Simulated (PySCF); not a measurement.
**C6H3ClFNS: NMR shifts and electronic excitations in gas and solvents**

Aim: compute the NMR shifts and electronic excitations of C6H3ClFNS (`Fc1c(Cl)sc2cc[nH]c12`), and see what a dielectric continuum does where one was used.

The runs use PySCF 2.14.0, with density-fitted response routines of our own; the level of theory stands in each step. All values are computed, except where a source is named. Atoms count from 0, in the outputs and in this text.

## Step 1: The starting structure

13 atoms, charge 0, multiplicity 1; geometry from: GFN2-xTB. The atoms were then displaced at random by about 0.01 Å, so the start is not that level's minimum.

Bonds of the start (Å): F0–C1 1.37, C1–C2 1.36, C2–Cl3 1.76, C2–S4 1.74, S4–C5 1.73, C5–C6 1.39, C6–C7 1.36, C7–N8 1.36, N8–C9 1.36, C9–C1 1.41, C9–C5 1.41, C6–H10 1.08, C7–H11 1.08, N8–H12 0.99.

## Step 2: Relaxing the molecule at PBE0-D3(BJ)/def2-SVP

The job: settings as JSON, then the geometry in Å.

```
{"job": {"xc": "PBE0", "basis": "def2-SVP", "d3": "d3bj", "grid": 1, "shake": 0.01, "kind": "geom"}, "charge": 0, "multiplicity": 1}
F      2.150910    -1.421950     1.172100
C      1.541840    -0.440130     0.428900
C      2.207960     0.545410    -0.235440
Cl     3.956320     0.768380    -0.258800
S      1.169670     1.635020    -1.107190
C     -0.216250     0.756050    -0.562130
C     -1.605310     0.749550    -0.667320
C     -2.031290    -0.313880     0.068110
N     -0.984810    -0.966190     0.645150
C      0.149460    -0.330490     0.257750
H     -2.232700     1.438840    -1.204500
H     -3.042100    -0.660350     0.249800
H     -1.057870    -1.777140     1.203240
```

On the command line:

```
$ OMP_NUM_THREADS=1 python probes_run.py task.json out
```

This one command runs all jobs of the session in turn.

The log of the run:

```text
step   0  E = -1242.14894144  max force = 0.032018
step   1  E = -1242.15219284  max force = 0.008511
step   2  E = -1242.15439824  max force = 0.004483
step   3  E = -1242.15429917  max force = 0.009960
step   4  E = -1242.15463656  max force = 0.004009
step   5  E = -1242.15469154  max force = 0.001973
step   6  E = -1242.15475445  max force = 0.000860
step   7  E = -1242.15475973  max force = 0.000473
step   8  E = -1242.15476478  max force = 0.000297
optimisation converged
```

Wall time 3.5 min (1 thread of Intel Xeon Platinum 8259CL at 2.50GHz, shared host); peak memory 0.67 GiB.

Step by step: (the energy doesn't fall at every step)

```tsv
step	energy from step 0 (eV)	largest force component (eV/Å)
0	0.0000	1.6464
1	-0.0885	0.4377
2	-0.1485	0.2305
3	-0.1458	0.5122
4	-0.1550	0.2062
5	-0.1565	0.1015
6	-0.1582	0.0442
7	-0.1583	0.0243
8	-0.1585	0.0153
```

Distances of close pairs at the start and the end, largest changes first:

```tsv
bond	before (Å)	after (Å)	change (Å)
C2–Cl3	1.763	1.706	-0.057
F0–C1	1.374	1.324	-0.049
C5–C6	1.393	1.420	+0.027
N8–H12	0.987	1.009	+0.022
C6–C7	1.361	1.381	+0.020
C5–C9	1.409	1.394	-0.015
C1–C9	1.407	1.420	+0.012
C7–N8	1.361	1.373	+0.012
```

The end geometry stands in the next job.

```tsv
at the end point	value
point group (found at 0.08 Å tolerance)	Cs
rotational constants (GHz, main isotopes)	2.055, 0.764, 0.557
dipole moment (D)	3.29
```

## Step 3: Nuclear shieldings: PBE0/pcSseg-1 in cyclohexane

The job: settings as JSON, then the geometry in Å.

```
{"job": {"kind": "nmr", "xc": "PBE0", "basis": "pcSseg-1", "solvent": "cyclohexane", "pop": true}, "charge": 0, "multiplicity": 1}
F      2.035081    -1.225928     1.480626
C      1.515654    -0.357004     0.626632
C      2.233567     0.601582    -0.038440
Cl     3.913306     0.864521     0.096047
S      1.247736     1.590065    -1.094328
C     -0.165146     0.697835    -0.636789
C     -1.561992     0.647418    -0.889783
C     -2.046493    -0.385257    -0.110595
N     -1.017537    -0.956173     0.597141
C      0.139108    -0.303811     0.284017
H     -2.149378     1.278720    -1.551410
H     -3.064074    -0.755792    -0.008889
H     -1.100253    -1.738047     1.230206
```

With the program's defaults for keys left out, this is: GIAO PBE0/pcSseg-1 NMR shielding, non-relativistic, IEF-PCM cyclohexane.

The log of the run:

```text
coarse grid: 13776 points
cycle   1  E = -1242.4921888290  dE =  2.247e+00  |g| = 4.998e-01  |ddm| = 4.119e+00
cycle   2  E = -1242.4323778339  dE =  5.981e-02  |g| = 7.336e-01  |ddm| = 1.152e+00
cycle   3  E = -1242.5413969827  dE = -1.090e-01  |g| = 1.097e-01  |ddm| = 7.852e-01
cycle   4  E = -1242.5438489694  dE = -2.452e-03  |g| = 5.145e-02  |ddm| = 1.511e-01
cycle   5  E = -1242.5444604203  dE = -6.115e-04  |g| = 1.063e-02  |ddm| = 5.074e-02
cycle   6  E = -1242.5444797820  dE = -1.936e-05  |g| = 4.588e-03  |ddm| = 1.348e-02
cycle   7  E = -1242.5444849090  dE = -5.127e-06  |g| = 1.236e-03  |ddm| = 6.024e-03
final grid: 129456 points
cycle   8  E = -1242.6091197158  dE = -2.977e-05  |g| = 9.704e-03  |ddm| = 3.723e-02
cycle   9  E = -1242.6090948690  dE =  2.485e-05  |g| = 1.388e-02  |ddm| = 2.460e-02
cycle  10  E = -1242.6091420336  dE = -4.716e-05  |g| = 1.460e-03  |ddm| = 1.576e-02
cycle  11  E = -1242.6091424823  dE = -4.487e-07  |g| = 4.685e-04  |ddm| = 1.760e-03
cycle  12  E = -1242.6091425343  dE = -5.196e-08  |g| = 7.751e-05  |ddm| = 4.585e-04
cycle  13  E = -1242.6091425350  dE = -7.478e-10  |g| = 4.660e-05  |ddm| = 1.216e-04
cycle  14  E = -1242.6091425355  dE = -4.991e-10  |g| = 8.875e-06  |ddm| = 5.220e-05
converged SCF energy = -1242.6091425355

GIAO shielding tensors (ppm)
atom      isotropic    diamagn.    paramagn.     s11        s22        s33       span
  0 F      332.298     469.929    -137.632    238.608    304.883    453.402    214.794
  1 C       36.155     244.442    -208.287    -28.464     59.001     77.927    106.391
  2 C       65.040     262.218    -197.179     13.461     83.796     97.862     84.401
  3 Cl     784.103    1143.799    -359.695    596.140    788.209    967.961    371.822
  4 S      380.960    1053.705    -672.745    211.146    432.287    499.448    288.302
  5 C       60.356     265.713    -205.357      1.385     37.297    142.385    141.000
  6 C       77.442     249.394    -171.952      6.306     64.408    161.612    155.307
  7 C       58.378     250.064    -191.687    -17.298     59.650    132.781    150.079
  8 N      113.446     327.575    -214.128     37.607    112.637    190.095    152.488
  9 C       59.397     255.675    -196.278      9.488     43.894    124.810    115.322
 10 H       24.718      29.790      -5.072     20.779     25.489     27.886      7.108
 11 H       24.216      28.408      -4.192     20.204     24.880     27.564      7.360
 12 H       23.443      31.661      -8.218     15.680     24.172     30.476     14.796
```

Wall time 54 s (1 thread of Intel Xeon Platinum 8259CL at 2.50GHz, shared host); peak memory 1 GiB.

The references, computed at this level on geometries of the same kind, shield at (ppm): 1H TMS 31.26, 13C TMS 184.8, 19F CFCl3 178.6, 15N NH3 266.9, 33S CS2 496. Their shielding less the atom's gives the shift. The references are single molecules in the same continuum, so shifts against H2O, NH3, PH3, H3PO4 or CFCl3 are not on the usual liquid scales and can be off by tens of ppm.

```tsv
atoms	environment	σ (ppm)	δ (ppm)
C1	aromatic carbon bearing fluorine	36.2	148.7
C7	aromatic CH next to a ring nitrogen	58.4	126.4
C9	ring-fusion aromatic carbon	59.4	125.4
C5	ring-fusion aromatic carbon	60.4	124.5
C2	aromatic carbon bearing chlorine	65.0	119.8
C6	aromatic CH	77.4	107.4
H12	hydrogen on a pyrrole-type ring nitrogen	23.44	7.81
H11	hydrogen on an aromatic CH next to a ring nitrogen	24.22	7.04
H10	hydrogen on an aromatic CH	24.72	6.54
F0	aryl fluorine	332.3	-153.7
Cl3	chlorine bonded to C	784	–
S4	aromatic ring sulfur	381	115
N8	pyrrole-type ring nitrogen	113.4	153.4
```

The run also stored atomic charges by several schemes (e):

```tsv
atoms	Mulliken	IAO	Hirshfeld	ESP fit
F0	-0.26	-0.25	-0.08	-0.17
C1	0.58	0.24	0.04	0.35
C2	-0.46	-0.25	-0.06	-0.35
Cl3	-0.02	0.02	-0.03	0.04
S4	0.38	0.32	0.08	0.09
C5	-0.37	-0.19	-0.07	-0.02
C6	-0.13	-0.23	-0.10	-0.25
C7	0.13	-0.09	-0.02	-0.30
N8	-0.48	-0.23	-0.06	-0.13
C9	0.21	0.01	-0.01	-0.06
```

Mayer bond orders: F0–C1 0.98, C1–C2 1.44, C2–Cl3 1.09, C2–S4 1.04, S4–C5 1.04, C5–C6 1.31, C6–C7 1.55, C7–N8 1.17, N8–C9 1.07, C9–C1 1.19, C9–C5 1.29.

Ring of atoms C1, C2, S4, C5, C9: NICS(0) -13.9, NICS(1) -9.1, NICS(1)zz -17.8 ppm (means of both faces).

Ring of atoms C5, C6, C7, N8, C9: NICS(0) -14.1, NICS(1) -11.2, NICS(1)zz -28.6 ppm (means of both faces).

## Step 4: Ultraviolet spectrum: PBE0/def2-SVPD

The job, as its differences from that of step 3:

```diff
@@ -1,2 +1,2 @@
-{"job": {"kind": "nmr", "xc": "PBE0", "basis": "pcSseg-1", "solvent": "cyclohexane", "pop": true}, "charge": 0, "multiplicity": 1}
+{"job": {"kind": "uv", "xc": "PBE0", "basis": "def2-SVPD", "dynamic": true, "nstates": 6, "ntriplets": 0}, "charge": 0, "multiplicity": 1}
 F      2.035081    -1.225928     1.480626
```

With the program's defaults for keys left out, this is: TDDFT PBE0/def2-SVPD, vertical, gas phase, core orbitals frozen in the response.

The log of the run:

```text
coarse grid: 13776 points
cycle   1  E = -1241.9919293662  dE =  2.163e+00  |g| = 4.738e-01  |ddm| = 8.290e+00
cycle   2  E = -1241.9302578964  dE =  6.167e-02  |g| = 7.071e-01  |ddm| = 2.310e+00
cycle   3  E = -1242.0385536451  dE = -1.083e-01  |g| = 1.233e-01  |ddm| = 1.589e+00
cycle   4  E = -1242.0420382872  dE = -3.485e-03  |g| = 5.350e-02  |ddm| = 4.364e-01
cycle   5  E = -1242.0427164854  dE = -6.782e-04  |g| = 1.119e-02  |ddm| = 1.522e-01
cycle   6  E = -1242.0427378872  dE = -2.140e-05  |g| = 5.098e-03  |ddm| = 4.310e-02
cycle   7  E = -1242.0427443029  dE = -6.416e-06  |g| = 1.481e-03  |ddm| = 1.361e-02
final grid: 129456 points
cycle   8  E = -1242.1742625949  dE = -1.853e-05  |g| = 1.007e-02  |ddm| = 1.564e-01
cycle   9  E = -1242.1742208707  dE =  4.172e-05  |g| = 1.591e-02  |ddm| = 5.546e-02
cycle  10  E = -1242.1742886710  dE = -6.780e-05  |g| = 1.868e-03  |ddm| = 3.873e-02
cycle  11  E = -1242.1742895785  dE = -9.075e-07  |g| = 3.431e-04  |ddm| = 4.902e-03
cycle  12  E = -1242.1742896043  dE = -2.582e-08  |g| = 1.053e-04  |ddm| = 9.603e-04
cycle  13  E = -1242.1742896064  dE = -2.110e-09  |g| = 4.824e-05  |ddm| = 3.924e-04
cycle  14  E = -1242.1742896070  dE = -5.734e-10  |g| = 1.242e-05  |ddm| = 1.351e-04
converged SCF energy = -1242.1742896070

Static polarisability (au): isotropic 109.717, principal 63.219 105.595 160.338

Singlet excitations
state   eV       nm        f      main configurations
  1   4.8445    255.9   0.00049   H->L+1 0.97
  2   4.9384    251.1   0.36303   H->L 0.95
  3   5.1986    238.5   0.00001   H->L+2 0.95
  4   5.3344    232.4   0.08247   H-1->L 0.92
  5   5.3753    230.7   0.00051   H-1->L+1 0.91
  6   5.5339    224.0   0.00133   H->L+3 0.92
```

It took 76 s on 1 thread of Intel Xeon Platinum 8259CL at 2.50GHz, shared host; peak memory 1 GiB.

The orbitals next to the gap, with their largest atomic shares:

```tsv
orbital	eV	atoms
HOMO−3	-9.26	Cl3 70 %, C2 11 %, S4 10 %
HOMO−2	-8.10	C6 22 %, C1 12 %, C5 11 %
HOMO−1	-6.80	S4 34 %, N8 15 %, C5 12 %
HOMO	-6.11	C2 19 %, C7 17 %, Cl3 11 %
LUMO	-0.64	C2 21 %, C1 14 %, S4 13 %
LUMO+1	0.01	S4 51 %, C2 13 %, C1 8 %
LUMO+2	0.20	Cl3 16 %, S4 15 %, H12 15 %
```

With each of the 6 states as a Gaussian band of 0.4 eV half-width at 1/e, the curve within the window shown has maxima at 250 nm (ε 16,000) L/(mol cm). Beyond the last state computed it falls off for lack of states. The curve at chosen wavelengths:

nm, ε (L/mol/cm) and a bar:
```
      213        836 
      216       1400 #
      219       2187 ###
      222       3217 #####
      226       4983 ########
      229       6581 ###########
      232       8364 ###############
      235      10243 ###################
      238      12091 ######################
      241      13748 #########################
      245      15382 #############################
      248      16007 ##############################
      251      16040 ##############################
      254      15492 #############################
      257      14438 ###########################
      260      13003 ########################
      264      10753 ####################
      267       8999 ################
      270       7319 #############
      273       5794 ##########
      276       4473 #######
      279       3373 #####
      283       2238 ###
      286       1607 ##
      289       1132 #
      292        784
```

Ground-state properties from the same run:

```tsv
property	computed
dipole moment (D)	3.41
polarisability (Å³)	16.26
HOMO–LUMO gap (eV)	5.48
−ε(HOMO) (eV)	6.11
C6 with itself (au)	4403
```

## Step 5: Ultraviolet spectrum: PBE0/def2-SVPD in cyclohexane

The job, as its differences from that of step 4:

```diff
@@ -1,2 +1,2 @@
-{"job": {"kind": "uv", "xc": "PBE0", "basis": "def2-SVPD", "dynamic": true, "nstates": 6, "ntriplets": 0}, "charge": 0, "multiplicity": 1}
+{"job": {"kind": "uv", "xc": "PBE0", "basis": "def2-SVPD", "solvent": "cyclohexane", "nstates": 6, "ntriplets": 0}, "charge": 0, "multiplicity": 1}
 F      2.035081    -1.225928     1.480626
```

With the program's defaults for keys left out, this is: TDDFT PBE0/def2-SVPD, vertical, IEF-PCM cyclohexane (non-equilibrium linear response), core orbitals frozen in the response.

The log of the run:

```text
coarse grid: 13776 points
cycle   1  E = -1241.9978497671  dE =  2.157e+00  |g| = 4.657e-01  |ddm| = 8.295e+00
cycle   2  E = -1241.9431517581  dE =  5.470e-02  |g| = 6.809e-01  |ddm| = 2.224e+00
cycle   3  E = -1242.0433283176  dE = -1.002e-01  |g| = 1.087e-01  |ddm| = 1.539e+00
cycle   4  E = -1242.0458688970  dE = -2.541e-03  |g| = 4.986e-02  |ddm| = 4.015e-01
cycle   5  E = -1242.0464587122  dE = -5.898e-04  |g| = 1.033e-02  |ddm| = 1.463e-01
cycle   6  E = -1242.0464776987  dE = -1.899e-05  |g| = 4.658e-03  |ddm| = 4.151e-02
cycle   7  E = -1242.0464832466  dE = -5.548e-06  |g| = 1.038e-03  |ddm| = 1.159e-02
final grid: 129456 points
cycle   8  E = -1242.1779867437  dE = -2.168e-05  |g| = 9.402e-03  |ddm| = 1.550e-01
cycle   9  E = -1242.1779602758  dE =  2.647e-05  |g| = 1.377e-02  |ddm| = 4.820e-02
cycle  10  E = -1242.1780094903  dE = -4.921e-05  |g| = 1.357e-03  |ddm| = 3.143e-02
cycle  11  E = -1242.1780099458  dE = -4.555e-07  |g| = 2.985e-04  |ddm| = 3.671e-03
cycle  12  E = -1242.1780099669  dE = -2.116e-08  |g| = 7.357e-05  |ddm| = 7.439e-04
cycle  13  E = -1242.1780099679  dE = -9.343e-10  |g| = 4.036e-05  |ddm| = 2.724e-04
cycle  14  E = -1242.1780099683  dE = -3.943e-10  |g| = 9.484e-06  |ddm| = 1.130e-04
converged SCF energy = -1242.1780099683

Static polarisability (au): isotropic 125.836, principal 70.855 121.487 185.166

Singlet excitations
state   eV       nm        f      main configurations
  1   4.8204    257.2   0.06611   H->L+1 0.83, H->L 0.14
  2   4.8289    256.8   0.41317   H->L 0.83, H->L+1 0.14
  3   5.2107    237.9   0.00001   H->L+2 0.96
  4   5.2807    234.8   0.11447   H-1->L 0.94
  5   5.3548    231.5   0.00021   H-1->L+1 0.89
  6   5.6153    220.8   0.00137   H->L+3 0.94
```

It took 68 s on 1 thread of Intel Xeon Platinum 8259CL at 2.50GHz, shared host; peak memory 1.1 GiB.

This run: HOMO -6.08 eV, LUMO -0.61 eV; lowest singlet 4.82 eV.

## Step 6: Run by run: electronic excitations

Excitations and ground-state properties, with basis size and wall time:

```tsv
run	lowest singlet (eV)	brightest (eV)	f	gap (eV)	α (Å³)	μ (D)	functions	time
PBE0/def2-SVPD	4.84	4.94	0.363	5.48	16.26	3.41	241	76 s
PBE0/def2-SVPD in cyclohexane	4.82	4.83	0.413	5.47	18.65	3.93	241	68 s
```

## Step 7: What came out

| quantity | value |
| --- | --- |
| point group | Cs |
| rotational constants (main isotopes) | 2.05, 0.76, 0.56 GHz |
| 13C shifts against TMS (PBE0/pcSseg-1, cyclohexane) | 148.7, 126.4, 125.4, 124.5, 119.8, 107.4 ppm |
| 1H shifts against TMS (PBE0/pcSseg-1, cyclohexane) | 7.81, 7.04, 6.54 ppm |
| 19F shifts against CFCl3 (PBE0/pcSseg-1, cyclohexane) | -153.7 ppm |
| 33S shifts against CS2 (PBE0/pcSseg-1, cyclohexane) | 115 ppm |
| 15N shifts against NH3 (PBE0/pcSseg-1, cyclohexane) | 153.4 ppm |
| shieldings of Cl (PBE0/pcSseg-1, cyclohexane) | Cl3 784.1 ppm |
| lowest singlet (PBE0/def2-SVPD) | 4.84 eV (256 nm), f = 0.000 |
| brightest single state of those computed | state 2, 4.94 eV, f = 0.363 |
| range of the lowest singlet | 4.82 to 4.84 eV |

What this shows: Relaxing lowered the energy by 0.158 eV in 8 steps; the close pair that moved most is C2–Cl3, from 1.763 to 1.706 Å. At PBE0/pcSseg-1: The widest tensor belongs to Cl3: span 372 ppm, with a paramagnetic part of -360 ppm. NICS(1)zz of -18 ppm above the planar ring from C1 marks a diatropic (aromatic) ring current. NICS(1)zz of -29 ppm above the planar ring from C5 marks a diatropic (aromatic) ring current. The first singlet state (HOMO→LUMO+1 0.97) lies at 4.84 eV and is dark; of the 6 states computed, the strongest absorption comes from state 2 at 4.94 eV. The lowest singlet runs from 4.82 eV (PBE0/def2-SVPD in cyclohexane) to 4.84 eV (PBE0/def2-SVPD), while the orbital gap spans 5.47 to 5.48 eV. The lowest state need not be the same one in every run.
